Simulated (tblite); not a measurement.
# C6H13O7: the cost of one run

Programs: tblite 0.8.0 and PySCF 2.14.0. All values are calculated, for the isolated system unless a continuum is named. Atoms count from 0, parts from 1.

### 1 Starting point

26 atoms, charge -1, multiplicity 1; geometry: parts in contact. Parts: 1 = atoms 0–1, `[OH-]`, charge -1; 2 = atoms 2–13, `COC(=O)OC`, charge 0; 3 = atoms 14–25, `COC(=O)OC`, charge 0. In the given geometry O0 and C4 of different parts are bonded (1.45 Å), so values for the parts refer to these atom groups.

### 2 Search for minima with GFN2-xTB

Job settings and geometry (Å):

```
{"job": {"kind": "dock", "xc": "GFN2-xTB", "basis": "xTB"}, "charge": -1, "multiplicity": 1, "parts": [{"atoms": "0-1", "charge": -1, "multiplicity": 1}, {"atoms": "2-13", "charge": 0, "multiplicity": 1}, {"atoms": "14-25", "charge": 0, "multiplicity": 1}]}
O      0.410568    -0.158809     0.775126
H     -0.352474    -0.318591     0.210433
C     -0.010320     0.187596     3.747565
O      0.907918    -0.527870     2.975451
C      0.315539    -1.150652     1.827772
O     -0.852766    -1.608536     1.978497
O      1.343964    -2.128985     1.540322
C      0.983687    -2.981639     0.497671
H     -0.998202    -0.286874     3.679716
H      0.345149     0.161052     4.781777
H     -0.087725     1.232947     3.408932
H      0.916850    -2.438385    -0.456185
H      0.015749    -3.461106     0.696363
H      1.765513    -3.740674     0.427947
C     -3.135630    -1.627608     0.205575
O     -2.488835    -1.581521    -1.078765
C     -2.522288    -2.679648    -1.798703
O     -3.266238    -3.616569    -1.667024
O     -1.597086    -2.589681    -2.776433
C     -1.541145    -3.670465    -3.690027
H     -3.682165    -2.563004     0.313705
H     -2.340588    -1.567754     0.980227
H     -3.829004    -0.792095     0.276820
H     -2.317966    -3.552833    -4.450109
H     -1.687154    -4.626583    -3.181723
H     -0.556728    -3.630697    -4.152914
```

With the program's defaults for keys left out, this is: GFN2-xTB search for minima from random contacts, gas phase.

The run is started by

```sh
> OMP_NUM_THREADS=1 python cluster_run.py task.json out
```

This one command runs all jobs of the session in turn.

Q: Estimate the wall time of this first job on 1 thread of Arm Neoverse V2, shared host.

About 17 s.
